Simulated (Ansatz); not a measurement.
Runs of Ansatz 0.2.0 on Pd. The cell holds a slab with vacuum, 6 atoms: a = 2.751 Å, b = 2.751 Å, c = 24.724 Å, α = 90.00°, β = 90.00°, γ = 90.00°. The slab is cut from a database's or a generator's crystal, which needn't be the stable form of the element.

| task | level | cell | cutoff (eV) | basis error allowed | gap on the mesh (eV) | largest force (eV/Å) | work function (eV) |
| --- | --- | --- | --- | --- | --- | --- | --- |
| single point | LDA | as given | 248 | 0.002 eV/atom | none | 0.54 | 5.49 |
| single point | PBE | the (1 0 0) slab of Pd, cut from the database cell, not relaxed | 267 | 0.001 eV/atom | none | 0.22 | 5.08 |
| single point | PBEsol | as given | 248 | 0.002 eV/atom | none | 0.25 | (a) |
| projected density of states | PBE | the (1 0 0) slab of Pd, cut from the database cell, not relaxed | 248 | 0.002 eV/atom | - | 0.22 | 5.08 |
| single point | PBE | as given | 248 | 0.002 eV/atom | none | 0.22 | 5.08 |

Alike in all rows: potentials or basis all-electron LAPW, scalar-relativistic; no spin polarisation; k mesh 10 × 10 × 1; smearing fermi-dirac 0.05 eV.

Task: Estimate the missing entries.

Result: (a) 5.20.

Caveats: the density of states is complete only up to the lowest level of the last band computed (some runs).

A k mesh can miss the band edges, and the runs leave out spin-orbit coupling on Pd.

A gap of «none» marks a metal or a gap under the smearing width.
